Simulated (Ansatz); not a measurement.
# YI: the cost of one run

Program: Ansatz 0.2.0. Level of theory: DFT, LDA, PAW with Ansatz's default frozen-core files, scalar-relativistic. These are calculated values, not measurements.

## (1) Starting point

It takes space group P-3m1 (No. 164, trigonal). Conventional cell: a = 3.956 Å, b = 3.956 Å, c = 11.079 Å, α = 90.00°, β = 90.00°, γ = 120.00°. Around Y (site symmetry 3m) lie 3 I at 3.13 Å. I (site symmetry 3m) has 3 Y at 3.13 Å as nearest neighbours.

As a file:

```
CELL_PARAMETERS angstrom
3.95597 0.00000 0.00000
-1.97799 3.42597 0.00000
0.00000 0.00000 11.07948
ATOMIC_POSITIONS crystal
Y 0.66667 0.33333 0.62673
Y 0.33333 0.66667 0.37327
I 0.33333 0.66667 0.81998
I 0.66667 0.33333 0.18002
```

Atoms are numbered in the order of the input: Y1, Y2, I3, I4.

## (2) Free moments from the typed start, PAW

The input, input.yaml:

```yaml
crystal:
  lattice:
    - [3.9559735753, 0.0, 0.0]
    - [-1.9779867876, 3.4259736129, 0.0]
    - [0.0, 0.0, 11.079476]
  atoms:
    - { symbol: "Y", position: [0.6666666667, 0.3333333333, 0.626727], spin: 0.6 }
    - { symbol: "Y", position: [0.3333333333, 0.6666666667, 0.373273], spin: 0.6 }
    - { symbol: I, position: [0.3333333333, 0.6666666667, 0.819975] }
    - { symbol: I, position: [0.6666666667, 0.3333333333, 0.180025] }
magnetization:
  spin_polarized: true
kpoints:
  mp_grid: { grid: [7, 7, 3] }
scf:
  occupations: { method: fermi_dirac, width: 0.05 }
  lower_state_search: "off"
hamiltonian:
  xc: lda
  pseudopotentials: { kind: paw }
output:
  forces: true
  stress: true
  eigenvalues: true
  populations: true
  dos: { projected: true, de: 0.1, e_range: [-8, 5] }
  write_density: true
  write_potential: true
  elf: true
  volumetric_format: npy
```

Command:

```sh
$ ansatz run input.yaml --threads 2 --pin off --max-ram 6144MiB --backend cpu --events-out ev --progress --plain --runs-dir out
```

**Question.** How long does this run take on 2 threads of Arm Neoverse V1, shared host, and how much memory does it need?

About 17 s, with a peak of 0.49 GiB.
